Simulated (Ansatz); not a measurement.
# BH2Br (SMILES [H]B([H])Br) at 6 levels

Wanted: a comparison of 6 runs (HF/STO-3G, CAM-B3LYP/STO-3G, SVWN5/STO-3G, UPBE0/STO-3G, CCSDT(Q)/STO-3G, CCSDT/STO-3G) of BH2Br. 

The results are computed with Ansatz 0.2.0.

51 further runs of the same task are left out: 2 that didn't finish, 49 set aside as unsound or not needed.

## Step 1: The molecule

BH2Br has 4 atoms, charge 0, and is taken as a singlet. As SMILES, `[H]B([H])Br`. The H2–B1 distance was set to 2.924 Å, away from the relaxed value. At this shape a bond of the SMILES string is far longer than usual.

Bond lengths: B1–Br4 1.842 Å, B1–H3 1.170 Å. Angles: H3–B1–Br4 119.1°.

## Step 2: The energy at HF/STO-3G (run 1)

The input, molecule.yaml:

```yaml
basis:
  gaussian: {orbitals: STO-3G}
crystal:
  periodic: [false, false, false]
  atoms:
    - {symbol: B, position_ang: [-1.662134, 0.213695, -0.023980]}
    - {symbol: H, position_ang: [1.259830, 0.109070, 0.015270]}
    - {symbol: H, position_ang: [-2.243304, 1.228525, -0.042670]}
    - {symbol: Br, position_ang: [-2.613914, -1.362965, -0.019270]}
hamiltonian: {xc: hf}
accuracy: high
```

Command:

```console
$ ansatz run molecule.yaml --threads 1 --pin off --max-ram 2610MiB --events-out events.jsonl --progress --plain --runs-dir runs
```

Standard output:

```text
Warning: RAYON_NUM_THREADS=1 ignored (pool sized by the plan → 1); use --threads N
Functional definition: HF
  name "HF"
  exchange = exact_x
  correlation = 0
340 factors; integrals over basis functions are off by at most 1.5e-8 eV
mean field evaluation 1: about -69922.7109 eV, gradient 2.4e1 eV
mean field evaluation 2: about -69922.7271 eV, gradient 2.4e1 eV
mean field evaluation 4: about -69929.2979 eV, gradient 2.1e0 eV
mean field evaluation 8: about -69929.3352 eV, gradient 1.4e-2 eV
mean field -69929.32802991 eV, -2569.8554052984 hartree, gradient 6.0e-8 eV, S^2 0.000000; 0 other end points of the search recorded, 0 dependent functions left out
reference -69929.32802991 eV, -2569.8554052984 hartree; 21, 21 occupied and 4, 4 virtual orbitals, 340 factors
Total energy: -69929.32802991 eV, -2569.8554052984 hartree
```

Run time: 0.16 s. Hardware: 1 thread of Arm Neoverse V1, shared host.

## Step 3: The energy at CAM-B3LYP/STO-3G (run 2)

The input, molecule.yaml:

```yaml
crystal:
  periodic: [false, false, false]
  atoms:
    - symbol: B
      position_ang: [-1.662134, 0.213695, -0.023980]
    - symbol: H
      position_ang: [1.259830, 0.109070, 0.015270]
    - symbol: H
      position_ang: [-2.243304, 1.228525, -0.042670]
    - symbol: Br
      position_ang: [-2.613914, -1.362965, -0.019270]
basis:
  gaussian:
    orbitals: STO-3G
hamiltonian:
  xc: {name: CAM-B3LYP}
accuracy: high
```

Command:

```console
$ ansatz run molecule.yaml --threads 1 --pin off --max-ram 2610MiB --events-out events.jsonl --progress --plain --runs-dir runs
```

Standard output:

```text
Warning: RAYON_NUM_THREADS=1 ignored (pool sized by the plan → 1); use --threads N
Functional definition: CAM-B3LYP
  name "CAM-B3LYP"
  parameter alpha = 0.19
  parameter beta = 0.46
  parameter omega = 0.33/bohr
  parameter ac = 0.81
  exchange = (1 - alpha - beta)*b88_x + beta*b88_x_sr(omega) + alpha*exact_x + beta*exact_x_lr(omega)
  correlation = (1 - ac)*vwn5_c + ac*lyp_c
340 factors; integrals over basis functions are off by at most 1.5e-8 eV
130 factors; integrals over basis functions are off by at most 1.3e-9 eV
mean field evaluation 1: about -69966.8199 eV, gradient 2.5e1 eV
mean field evaluation 2: about -69957.7001 eV, gradient 4.4e1 eV
mean field evaluation 4: about -69973.9846 eV, gradient 8.1e0 eV
mean field evaluation 8: about -69974.2860 eV, gradient 4.0e0 eV
mean field evaluation 16: about -69974.3432 eV, gradient 2.4e-4 eV
mean field -69974.34322011 eV, -2571.5096830256 hartree, gradient 1.6e-8 eV, S^2 0.000000; 0 other end points of the search recorded, 0 dependent functions left out
reference -69974.34323320 eV, -2571.5096835065 hartree; 21, 21 occupied and 4, 4 virtual orbitals, 340 factors
Total energy: -69974.34323320 eV, -2571.5096835065 hartree
```

Run time: 1.3 s. Hardware: 1 thread of Arm Neoverse V1, shared host; peak memory 0.092 GiB.

Runs 3 to 5 aren't shown in full; the table further down has their settings and results.

## Step 4: A single-point energy at CCSDT/STO-3G (run 6)

molecule.yaml: that of step 3 with these lines changed.

```diff
@@ -14,4 +14,7 @@
     orbitals: STO-3G
-hamiltonian:
-  xc: {name: CAM-B3LYP}
+correlation:
+  method: ccsdt
+  frozen_orbitals: {B: 1, Br: 9, H: 0}
+scf:
+  omitted_lower_state_checks: [cluster_reference, increment]
 accuracy: high
```

Command:

```console
$ ansatz run molecule.yaml --threads 1 --pin off --max-ram 2610MiB --events-out events.jsonl --progress --plain --runs-dir runs
```

Standard output, shortened:

```text
Warning: RAYON_NUM_THREADS=1 ignored (pool sized by the plan → 1); use --threads N
[... 2 set-up lines as earlier in the session ...]
[...]
340 factors; integrals over basis functions are off by at most 1.5e-8 eV
[...]
mean field -69929.32802991 eV, -2569.8554052984 hartree, gradient 6.0e-8 eV, S^2 0.000000; 1 other end points of the search recorded, 0 dependent functions left out; unrestricted orbitals would lower it
10 core orbitals not correlated: weight in the atoms' cores, before any rotation towards them, 1.000 or more for the frozen orbitals, at most 0.000 for the correlated occupied ones
reference -69929.32802991 eV, -2569.8554052984 hartree; 11, 11 occupied and 4, 4 virtual orbitals, 340 factors
second order -4.01424685 eV of doubles, -0.00000000 eV of singles
cycle   1  -3.20076314 eV  change    -1.2e0 eV  update   1.5e-1
[...]
cycle  34  -6.15148246 eV  change   4.7e-10 eV  update  4.8e-10
WARN: these amplitudes may be one of several solutions (largest doubles amplitude 0.74, level shift 10.81 eV)
Total energy: -69935.47951238 eV, -2570.0814681093 hartree
Checks for a lower state left out: cluster_reference, increment
```

It took 0.68 s on 1 thread of Arm Neoverse V1, shared host.

## Step 5: The series

```csv
run,level,frozen core orbitals,energy (Eh),wall time
1,HF/STO-3G,–,-2569.855405,0.16 s
2,CAM-B3LYP/STO-3G,–,-2571.509684,1.3 s
3,SVWN5/STO-3G,–,-2567.422554,0.76 s
4,UPBE0/STO-3G,–,-2571.281944,3.3 s
5,CCSDT(Q)/STO-3G,10,-2570.081582,0.72 s
6,CCSDT/STO-3G,10,-2570.081468,0.68 s
```

## Step 6: Summary of results

| quantity | value |
| --- | --- |
| run 6: total energy | -2570.08147 Eh |
| run 6: correlation energy (10 core orbitals frozen) | -226.1 mEh |
| run 6: T1 diagnostic | 0.025 |

In words: Below the HF energy at the same shape and in the same basis (STO-3G): CCSDT(Q) -226.2 mEh; CCSDT -226.1 mEh. Totals of different functionals can't be ranked against each other. In runs 5, 6 the log says that unrestricted orbitals would lower the reference, so the values rest on an unstable closed-shell determinant (other closed-shell runs at this shape may share the fault). In runs 1, 2, 3, 4, 5, 6 the basis is minimal, so the values are rough. Spin contamination of the reference: run 4 ⟨S²⟩ = 0.96. Where it is this large, the reference is a mixture of spin states, and values that rest on it are in doubt. All runs together took 6.9 s, the longest 3.3 s.
